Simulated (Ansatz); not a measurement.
# CeO2: the cost of one run

All numbers are computed with Ansatz 0.2.0 through its Python package. Level of theory: DFT LDA+U, plane waves, PAW.

## Step 1: The system

Symmetry: Fm-3m, No. 225, cubic system. The conventional cell has a = 5.407 Å, b = 5.407 Å, c = 5.407 Å, α = 90.00°, β = 90.00°, γ = 90.00°. Ce (site symmetry m-3m) is surrounded by 8 O at 2.34 Å. O (site symmetry -43m) is surrounded by 4 Ce at 2.34 Å.

The script holds or builds the structure itself.

## Step 2: The script

File ceo2_vcrelax.py:

```python
"""Relax cell and ions of CeO2."""

import json
import warnings

import ansatz as az
from ase import Atoms
from ase.io import write
from ase.neighborlist import neighbor_list
import numpy as np

config = {
    "mesh": (6, 6, 6),
    "cutoff": 510,
    "tolerance": 1e-08,
    "occupations": "fermi_dirac",
    "smearing_width": 0.05,
}

def edges_and_angles(cell):
    cell = np.asarray(cell)
    a, b, c = np.linalg.norm(cell, axis=1)
    cosines = cell[1] @ cell[2] / (b * c), cell[0] @ cell[2] / (a * c), cell[0] @ cell[1] / (a * b)
    return (a, b, c, *np.degrees(np.arccos(cosines)))

warnings.simplefilter("ignore", az.DeckWarning)

xtal = (
    az.Lattice.of((0.0, 2.70365, 2.70365), (2.70365, 0.0, 2.70365), (2.70365, 2.70365, 0.0))
    .atom("Ce", (0.0, 0.0, 0.0))
    .atom("O", (0.25, 0.25, 0.25))
    .atom("O", (0.75, 0.75, 0.75))
    .moments(Ce=0.7)
)

# part of the cell is held
model = xtal.calculation()
model = model.kpoints(mesh=config["mesh"])
model = model.spin("collinear")
model = model.basis(config["cutoff"]).functional(az.Functional.LDA)
model = model.hubbard("Ce", "f", u_eff=6.0)
model = model.scf(tolerance=config["tolerance"])
model = model.pseudopotentials("paw").occupations(config["occupations"], width=config["smearing_width"])
model = model.relax(fix_cell=["a", "angles"], stress_tolerance=0.05)
result = model.run(threads=1, events_out="ceo2.ndjson")
with open("ceo2.ndjson") as stream:
    events = [json.loads(line) for line in stream]
steps = [e["data"] for e in events if e["event"] == "relax_step"]
summary = result.report
print("step   energy (eV)     max comp. (eV/A)   P (GPa)  SCF")
for s in steps:
    print(f"{s['step']:4d} {s['lagrangian_ev']:15.5f} {s['allowed_force_max_ev_ang']:12.4f} {s['pressure_gpa']:10.3f} {s['n_scf']:5d}")

first, last = steps[0], steps[-1]
symbols = [site.symbol for site in result.lattice.sites]
print(f"energy gained {first['lagrangian_ev'] - last['lagrangian_ev']:.4f} eV in {len(steps) - 1} steps")
for label, vectors in (("before", first["cell_ang"]), ("after", result.lattice.cell_ang)):
    print(label, "a b c (A) {:.4f} {:.4f} {:.4f}  angles {:.2f} {:.2f} {:.2f}".format(*edges_and_angles(vectors)), f" V = {abs(np.linalg.det(vectors)):.3f} A^3")
print("final stress xx yy zz (GPa, compression positive):", np.round(np.diag(summary["stress_gpa"]), 3) + 0.0)

relaxed = Atoms(symbols, positions=[site.position_ang for site in result.lattice.sites], cell=result.lattice.cell_ang, pbc=True)
write("relaxed.vasp", relaxed, format="vasp")

final = Atoms(symbols, positions=last["positions_ang"], cell=result.lattice.cell_ang, pbc=True)
i, j, d = neighbor_list("ijd", final, 4.5)
print("neighbours within 1.15 times the shortest distance of each atom (A)")
for atom in range(len(final)):
    near = [m for m in np.argsort(d) if i[m] == atom]
    shell = [m for m in near if d[m] < 1.15 * d[near[0]]]
    print(f"{symbols[atom]}{atom} ({len(shell)}):", ", ".join(f"{symbols[j[m]]} {d[m]:.3f}" for m in shell))

for key in ("converged", "n_iterations", "n_electrons", "n_kpoints", "n_pw", "n_symmetry_ops", "free_energy_ev", "fermi_energy_ev"):
    print(f"{key:18s} {summary[key]}")
```

## Step 3: Launch

The run is started by

```bash
> python ceo2_vcrelax.py
```

**Question.** How long does this script take on 1 thread of Arm Neoverse V1, shared host, and how much memory does it need?

About 91 s, with a peak of 0.62 GiB.
